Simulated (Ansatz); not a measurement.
# CH4FInS: an energy map over two coordinates

Aim: map the energy of CH₄FInS, SMILES C[S][InH][F] over two coordinates, and find its wells, ridges and stiffness.

Program: Ansatz 0.2.0. Level of theory: RKS SPW92 (LDA)/def2-TZVP. These are calculated values, not measurements.

## Step 1: The starting structure

SMILES `C[S][InH][F]`, 8 atoms, charge 0, spin multiplicity 1.

Atoms are counted from 1 here; the program's logs count them from 0.

Bond lengths: C1–S2 1.849 Å, C1–H5 1.107 Å, C1–H6 1.107 Å, C1–H7 1.107 Å, S2–In3 2.398 Å, In3–F4 2.000 Å, In3–H8 1.716 Å. Angles: S2–C1–H5 110.6°, S2–C1–H6 108.4°, S2–C1–H7 108.6°, H5–C1–H6 109.9°, H5–C1–H7 109.8°, H6–C1–H7 109.5°, C1–S2–In3 98.8°, S2–In3–F4 104.4°, S2–In3–H8 138.5°, F4–In3–H8 117.2°.

As a file:

```xyz
8
charge 0, multiplicity 1
C    -0.2846    1.3261   -0.3963
S     0.5727    0.7698    1.1443
In    0.5022   -1.5982    0.7698
F    -0.4462   -1.7967   -0.9799
H    -0.5986    0.4553   -1.0037
H    -1.1703    1.9239   -0.1071
H     0.4125    1.9581   -0.9794
H     1.0123   -3.0384    1.5523
```

This geometry comes from a loose relaxation at PBE in a small basis, which is not shown.

## Step 3: The grid

The axes are (1) umbrella angle at In3 (between each of its bonds and their common axis; 90 is planar): 13 values from 66 to 114 °; (2) change of the bonds In3–S2, In3–F4, In3–H8, all alike: 13 values from −0.219 to 0.339 Å.

Nothing else is relaxed (all other coordinates rigid). Energies count from the relaxed molecule at the same level. Points are written as (first, second).

(The set-up runs are not shown.)

## Step 4: Grid point (90°, 0.013 Å)

input.yaml reads:

```yaml
crystal:
  periodic: [false, false, false]
  atoms:
    - { symbol: C, position_ang: [-0.276694, 1.302165, -0.388644] }
    - { symbol: S, position_ang: [0.575368, 0.771835, 1.121847] }
    - { symbol: In, position_ang: [0.506226, -1.542703, 0.784941] }
    - { symbol: F, position_ang: [-0.436669, -1.717943, -0.944453] }
    - { symbol: H, position_ang: [-0.576609, 0.432234, -0.995601] }
    - { symbol: H, position_ang: [-1.167099, 1.879575, -0.103007] }
    - { symbol: H, position_ang: [0.403861, 1.941163, -0.968598] }
    - { symbol: H, position_ang: [0.971725, -3.01439, 1.496498] }
basis:
  gaussian: { orbitals: def2-TZVP }
hamiltonian:
  xc: lda
output:
  forces: true
```

Started as:

```
ansatz run input.yaml --threads 1 --pin off --max-ram 2560MiB --backend cpu --events-out ev --progress --plain --runs-dir out
```

Further runs follow: all other points of the grid.

Q: Predict the outcome of this session. Wanted: lowest point; highest computed point; dipole moment.

**Answer**, as computed:

| quantity | value |
| --- | --- |
| lowest point | (90°, 0.013 Å), 0.37 kJ/mol |
| highest computed point | (66°, −0.219 Å), 278 kJ/mol above the lowest |
| dipole moment (D) | 0.48 at (90°, −0.219 Å) to 3.35 at (114°, 0.339 Å); 1.44 at the lowest point |
| time for the whole task | 8.6 min on 1 thread, shared host |

In words: The lowest computed point is at (90°, 0.013 Å), 0.37 kJ/mol from the relaxed molecule at the same level. The grid is coarse, so the true minimum lies between grid points and may sit elsewhere than the lowest one. No other kind of well shows on this grid. The highest computed point, (66°, −0.219 Å), lies 278 kJ/mol above the lowest. Round the minimum the two coordinates are nearly uncoupled.
